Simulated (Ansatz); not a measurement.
# C₃H₆BNO: a ladder of functionals and wavefunction methods

How much do the methods differ for C₃H₆BNO? The plan is to run it at one geometry with functionals of several rungs and with coupled cluster. The yardstick is the atomisation energy at the CCSD(T) limit.

The runs use Ansatz 0.2.0, Gaussian basis; functionals in def2-TZVPP, the program's frozen cores in correlated methods.

The runs, in order: PBE-D4, r2SCAN-D4, PBE0-D4, B3LYP-D4, ωB97X-V, ωB97M-V, B2PLYP; CCSD(T)/def2-TZVPP; MP2/def2-QZVPP; extrapolation to the limit.

### 1 Structure used throughout

All runs share one geometry, relaxed beforehand with PBE0-D4 in a triple-zeta def2 set.

SMILES `NB(O)C1C=C1`, 12 atoms, charge 0, spin multiplicity 1.

Atoms are counted from 1 here; the program's logs count them from 0.

Bond lengths: N1–B2 1.411 Å, N1–H7 1.004 Å, N1–H8 1.005 Å, B2–O3 1.376 Å, B2–C4 1.562 Å, O3–H9 0.958 Å, C4–C5 1.518 Å, C4–C6 1.518 Å, C4–H10 1.096 Å, C5–C6 1.280 Å, C5–H11 1.076 Å, C6–H12 1.076 Å. Angles: B2–N1–H7 121.5°, B2–N1–H8 125.1°, H7–N1–H8 113.4°, N1–B2–O3 122.2°, N1–B2–C4 120.2°, O3–B2–C4 117.6°, B2–O3–H9 114.2°, B2–C4–C5 120.9°, B2–C4–C6 120.8°, B2–C4–H10 116.5°, C5–C4–C6 49.9°, C5–C4–H10 116.2°, C6–C4–H10 116.2°, C4–C5–C6 65.1°, C4–C5–H11 144.0°, C6–C5–H11 150.9°, C4–C6–C5 65.1°, C4–C6–H12 144.0° and more.

### 2 PBE-D4 (GGA)

File in.yaml:

```yaml
crystal:
  periodic: [false, false, false]
  atoms:
    - {symbol: N, position_ang: [-1.759773, 0.591453, 0.736387]}
    - {symbol: B, position_ang: [-0.389100, 0.458514, 0.427853]}
    - {symbol: O, position_ang: [0.566938, 1.294956, 0.957048]}
    - {symbol: C, position_ang: [0.091235, -0.665430, -0.544020]}
    - {symbol: C, position_ang: [1.336839, -0.481528, -1.392111]}
    - {symbol: C, position_ang: [1.472322, -1.279572, -0.400828]}
    - {symbol: H, position_ang: [-2.447966, -0.025453, 0.343769]}
    - {symbol: H, position_ang: [-2.149180, 1.285731, 1.349602]}
    - {symbol: H, position_ang: [0.219518, 1.965475, 1.547290]}
    - {symbol: H, position_ang: [-0.685704, -1.315875, -0.961242]}
    - {symbol: H, position_ang: [1.743840, 0.043221, -2.238462]}
    - {symbol: H, position_ang: [2.077931, -1.926792, 0.208813]}
basis:
  gaussian: {orbitals: def2-TZVPP}
hamiltonian: {xc: pbe, dispersion: d4}
output: {forces: true, orbitals: {seedname: orbitals}}
```

Run with:

```sh
ansatz run in.yaml --threads 4 --pin off --events-out ev --progress --plain --max-ram 10444MiB
```

The runs that follow: r2SCAN-D4 (meta-GGA); PBE0-D4 (hybrid); B3LYP-D4 (hybrid); ωB97X-V (range-separated); ωB97M-V (range-separated); B2PLYP (double hybrid); CCSD(T) in def2-TZVPP; MP2 in def2-QZVPP.

Before running them: what should the planned runs give, taken together? Wanted: atomisation energy, CCSD(T)/CBS; farthest; mean size of error, hybrid; mean size of error, range-separated; gap, smallest and largest; T1 diagnostic; triples share of the correlation energy.

As calculated:

| quantity | value |
| --- | --- |
| atomisation energy, CCSD(T)/CBS | 52.540 eV |
| functionals within 0.263 eV (0.5 %) | B3LYP-D4, ωB97X-V |
| farthest | PBE-D4 (+1.896 eV) |
| mean size of error, hybrid | 0.447 eV |
| mean size of error, range-separated | 0.318 eV |
| gap, smallest and largest | 4.82 eV (PBE-D4), 11.63 eV (ωB97X-V) |
| T1 diagnostic | 0.0112 |
| triples share of the correlation energy | 4.2 % |

What this shows: PBE-D4 misses by +1.896 eV. Double hybrids carry the basis error of their MP2 part in triple zeta, and no dispersion term here, so their miss is partly the set-up's. The reference freezes the cores and leaves out relativity and excitations past (T), so misses under about 0.263 eV can't be ranked. Hartree-Fock recovers 72 % of the binding; the rest is correlation. Orbital gaps span 4.8 to 11.6 eV; exact exchange widens them.
